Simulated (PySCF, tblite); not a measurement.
# C7H8N+: geometry, infrared bands and NMR shifts

Aim: predict the infrared bands and NMR shifts of C7H8N+ (`[CH2+]c1ccnc(C)c1`).

Programs: tblite 0.8.0 and PySCF 2.14.0, with density-fitted response routines of our own. Each step states its level of theory. These are calculated values for one molecule in the gas phase, unless marked as measured. Atoms count from 0, in the outputs and in this text.

## Step 1: Starting geometry

16 atoms, charge 1, multiplicity 1; geometry from: force field or distance geometry start.

Bonds of the start (Å): C0–C1 1.47, C1–C2 1.37, C2–C3 1.39, C3–N4 1.36, N4–C5 1.35, C5–C6 1.49, C5–C7 1.37, C7–C1 1.39, C0–H8 1.09, C0–H9 1.09, C2–H10 1.10, C3–H11 1.08, C6–H12 1.10, C6–H13 1.11, C6–H14 1.11, C7–H15 1.09.

## Step 2: Geometry optimisation with GFN2-xTB

What the job is given:

```
{"job": {"kind": "relax", "xc": "GFN2-xTB", "basis": "xTB"}, "charge": 1, "multiplicity": 1}
C     -2.514500    -0.647100    -0.176000
C     -1.203700    -0.001400    -0.044200
C     -1.155000     1.349100     0.205100
C      0.088900     1.961100     0.325800
N      1.226600     1.218600     0.240500
C      1.148800    -0.104700    -0.000700
C      2.385000    -0.929200    -0.117500
C     -0.043900    -0.758200    -0.135300
H     -3.434300    -0.101900     0.014100
H     -2.588400    -1.696600    -0.472500
H     -2.059400     1.964300     0.286100
H      0.141400     3.023800     0.523300
H      2.462300    -1.415100    -1.099300
H      3.262500    -0.280500     0.109400
H      2.399100    -1.740300     0.644400
H     -0.123100    -1.832900    -0.314600
```

On the command line:

```
OMP_NUM_THREADS=1 python probes_run.py task.json out
```

The driver reads the jobs from task.json and runs them one after another.

**Question.** This job is followed by: GFN2-xTB harmonic vibrations, gas phase; GIAO PBE0/pcSseg-1 NMR shielding, non-relativistic, gas phase. What will the session give for the following? strongest single infrared mode (GFN2-xTB); zero-point energy (GFN2-xTB); 13C shifts against TMS (PBE0/pcSseg-1); 1H shifts against TMS (PBE0/pcSseg-1, means over atoms taken as alike); 15N shifts against NH3 (PBE0/pcSseg-1).

The runs gave:

| quantity | value |
| --- | --- |
| strongest single infrared mode (GFN2-xTB) | 1504 cm⁻¹, 96 km/mol |
| zero-point energy (GFN2-xTB) | 78.7 kcal/mol |
| 13C shifts against TMS (PBE0/pcSseg-1) | 236.9, 179.8, 164.9, 150.6, 131.9, 128.2, 27.5 ppm |
| 1H shifts against TMS (PBE0/pcSseg-1, means over atoms taken as alike) | 11.10, 10.44, 7.33, 7.29, 3.80 ppm |
| 15N shifts against NH3 (PBE0/pcSseg-1) | 588.1 ppm |

What this shows: The optimisation took 52 steps and gained 0.458 eV; among the close pairs (by a distance rule), C0–C1 changed most, from 1.467 to 1.378 Å. The lowest mode is imaginary (37i cm⁻¹), so the xTB geometry is not a minimum. The strongest single mode, at 1504 cm⁻¹, has its largest shares on C7, C3, C5 and N4 (the list is cut at 4 atoms). GFN2-xTB is a fitted tight-binding method: band positions and strengths are rough. Its intensities can rank the bands wrongly. C0 (carbocation centre) lies farthest downfield among carbon, at 236.9 ppm; the empty p orbital gives low-energy magnetic excitations and strong deshielding. At PBE0/pcSseg-1: The largest span, 1294 ppm, is at N4, where the paramagnetic term is -650 ppm. NICS(1)zz of -17 ppm above the planar ring from C1 marks a diatropic (aromatic) ring current. By nearest atom (PBE0/pcSseg-1), the HOMO sits on N4 65 %; C3, C5, C7 about 5 % each and the LUMO on C0 36 %; C2, C7 about 14 % each.
